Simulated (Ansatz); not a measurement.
# C2H8SSi: basis-set convergence

The task here is to estimate one member of a computed series from the others.

Program: Ansatz 0.2.0, Gaussian basis. Level of theory: one geometry, several basis sets. These are calculated values, not measurements.

Levels to be run: PBE0-D4/def2-SVP; ωB97M-V/def2-SVP; PBE0-D4/def2-QZVPP; ωB97M-V/def2-QZVPP; the functionals' def2-TZVPP values are taken from earlier runs.

### Structure used throughout

The geometry comes from an earlier relaxation with PBE0-D4 in a triple-zeta def2 set; it is a stationary point, not always the lowest conformer.

SMILES `CC[SiH2]S`, 12 atoms, charge 0, spin multiplicity 1.

Atoms are counted from 1 here; the program's logs count them from 0.

Bond lengths: C1–C2 1.527 Å, C1–H5 1.093 Å, C1–H6 1.093 Å, C1–H7 1.093 Å, C2–Si3 1.871 Å, C2–H8 1.095 Å, C2–H9 1.096 Å, Si3–S4 2.142 Å, Si3–H10 1.489 Å, Si3–H11 1.486 Å, S4–H12 1.344 Å. Angles: C2–C1–H5 111.4°, C2–C1–H6 111.5°, C2–C1–H7 111.4°, H5–C1–H6 107.4°, H5–C1–H7 107.4°, H6–C1–H7 107.4°, C1–C2–Si3 112.8°, C1–C2–H8 111.0°, C1–C2–H9 110.5°, Si3–C2–H8 108.0°, Si3–C2–H9 108.2°, H8–C2–H9 106.1°, C2–Si3–S4 113.0°, C2–Si3–H10 109.5°, C2–Si3–H11 111.0°, S4–Si3–H10 110.4°, S4–Si3–H11 103.9°, H10–Si3–H11 108.9° and more.

Set-up of the first run:

The input, in.yaml:

```yaml
crystal:
  periodic: [false, false, false]
  atoms:
    - {symbol: C, position_ang: [-0.166622, 1.719013, 0.009617]}
    - {symbol: C, position_ang: [-0.592400, 0.276287, 0.270388]}
    - {symbol: Si, position_ang: [0.772425, -0.956014, -0.077707]}
    - {symbol: S, position_ang: [0.199043, -2.978950, 0.333485]}
    - {symbol: H, position_ang: [0.674667, 2.008406, 0.644728]}
    - {symbol: H, position_ang: [0.143191, 1.864812, -1.028554]}
    - {symbol: H, position_ang: [-0.982443, 2.418162, 0.208877]}
    - {symbol: H, position_ang: [-0.911144, 0.143668, 1.309158]}
    - {symbol: H, position_ang: [-1.456803, 0.012514, -0.348998]}
    - {symbol: H, position_ang: [1.215991, -0.820193, -1.492359]}
    - {symbol: H, position_ang: [1.937563, -0.725786, 0.816042]}
    - {symbol: H, position_ang: [-0.756470, -3.017120, -0.610678]}
basis:
  gaussian: {orbitals: def2-SVP}
hamiltonian: {xc: pbe0, dispersion: d4}
output: {orbitals: {seedname: orbitals}}
```

Steps of the session up to this table: PBE0-D4 in def2-SVP; ωB97M-V in def2-SVP; PBE0-D4 in def2-QZVPP; ωB97M-V in def2-QZVPP.

One table of the session follows, with a row left open; its other results are not shown here.

It belongs to the step «Functionals by basis». 

| functional | basis | HOMO (eV) | LUMO (eV) |
| --- | --- | --- | --- |
| PBE0-D4 | def2-SVP | -7.16 | 0.90 |
| PBE0-D4 | def2-TZVPP | -7.28 | 0.41 |
| PBE0-D4 | def2-QZVPP | ? | ? |
| ωB97M-V | def2-SVP | -9.32 | 2.76 |
| ωB97M-V | def2-TZVPP | -9.48 | 2.07 |
| ωB97M-V | def2-QZVPP | -9.51 | 1.49 |

Estimate the missing values for PBE0-D4, def2-QZVPP.

As computed: HOMO (eV): -7.31; LUMO (eV): 0.11. In the column «HOMO (eV)» it lies between ωB97M-V, def2-SVP (-9.32) and PBE0-D4, def2-TZVPP (-7.28).
